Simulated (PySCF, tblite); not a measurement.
# C4H9OPSi: geometry, infrared bands and NMR shifts

Aim: predict the infrared bands and NMR shifts of C4H9OPSi (`O=[P@H]1CC=C([SiH3])C1`).

The runs use tblite 0.8.0 and PySCF 2.14.0, with density-fitted response routines of our own; the level of theory stands in each step. All values are computed, except where a source is named. Atoms count from 0, in the outputs and in this text.

## Step 1: Starting geometry

16 atoms, charge 0, multiplicity 1; geometry from: force field or distance geometry start.

Bonds of the start (Å): O0–P1 1.51, P1–C2 1.82, C2–C3 1.48, C3–C4 1.35, C4–Si5 1.83, C4–C6 1.50, C6–P1 1.84, P1–H7 1.40, C2–H8 1.09, C2–H9 1.10, C3–H10 1.08, Si5–H11 1.48, Si5–H12 1.49, Si5–H13 1.49, C6–H14 1.10, C6–H15 1.08.

## Step 2: Geometry optimisation with GFN2-xTB

What the job is given:

```
{"job": {"kind": "relax", "xc": "GFN2-xTB", "basis": "xTB"}, "charge": 0, "multiplicity": 1}
O     -2.794500    -1.317500    -0.539700
P     -1.567100    -0.627500    -1.073400
C     -1.489400     1.087100    -0.468500
C     -0.135900     1.220400     0.125400
C      0.569100     0.080500     0.319600
Si     2.240700    -0.032300     1.057800
C     -0.096000    -1.191900    -0.125300
H     -1.273500    -0.667000    -2.441600
H     -2.267700     1.278000     0.277600
H     -1.628800     1.772200    -1.311500
H      0.224500     2.193100     0.423800
H      3.168700    -0.645500     0.077900
H      2.191400    -0.880700     2.283900
H      2.741200     1.322000     1.415000
H     -0.416100    -1.784100     0.741200
H      0.525900    -1.797800    -0.773600
```

Run with:

```console
$ OMP_NUM_THREADS=1 python probes_run.py task.json out
```

This one command runs all jobs of the session in turn.

**Question.** This job is followed by: GFN2-xTB harmonic vibrations, gas phase; GIAO PBE0/pcSseg-1 NMR shielding, non-relativistic, gas phase. Predict these results of the whole session: strongest single infrared mode (GFN2-xTB); zero-point energy (GFN2-xTB); 13C shifts against TMS (PBE0/pcSseg-1); 1H shifts against TMS (PBE0/pcSseg-1, means over atoms taken as alike); 17O shifts against H2O (PBE0/pcSseg-1); 31P shifts against H3PO4 (PBE0/pcSseg-1); 29Si shifts against TMS (PBE0/pcSseg-1).

As calculated:

```
                                                              quantity                                         value
                             strongest single infrared mode (GFN2-xTB)                         2260 cm⁻¹, 376 km/mol
                                          zero-point energy (GFN2-xTB)                                 71.1 kcal/mol
                                13C shifts against TMS (PBE0/pcSseg-1)                  146.7, 139.3, 37.3, 36.1 ppm
1H shifts against TMS (PBE0/pcSseg-1, means over atoms taken as alike)  7.53, 6.37, 4.11, 2.61, 2.55, 2.46, 2.39 ppm
                                17O shifts against H2O (PBE0/pcSseg-1)                                     101.3 ppm
                              31P shifts against H3PO4 (PBE0/pcSseg-1)                                      20.9 ppm
                               29Si shifts against TMS (PBE0/pcSseg-1)                                     -73.8 ppm
```

Over 77 steps the energy fell by 0.317 eV; of the close pairs, C4–Si5 changed most, 1.831 to 1.880 Å. No mode is imaginary among the 42: a minimum at this level. Unscaled tight-binding wavenumbers are off by several per cent, some by more. Its intensities can rank the bands wrongly. At PBE0/pcSseg-1: Shielding is most anisotropic at P1 (span 379 ppm, paramagnetic term -665 ppm).
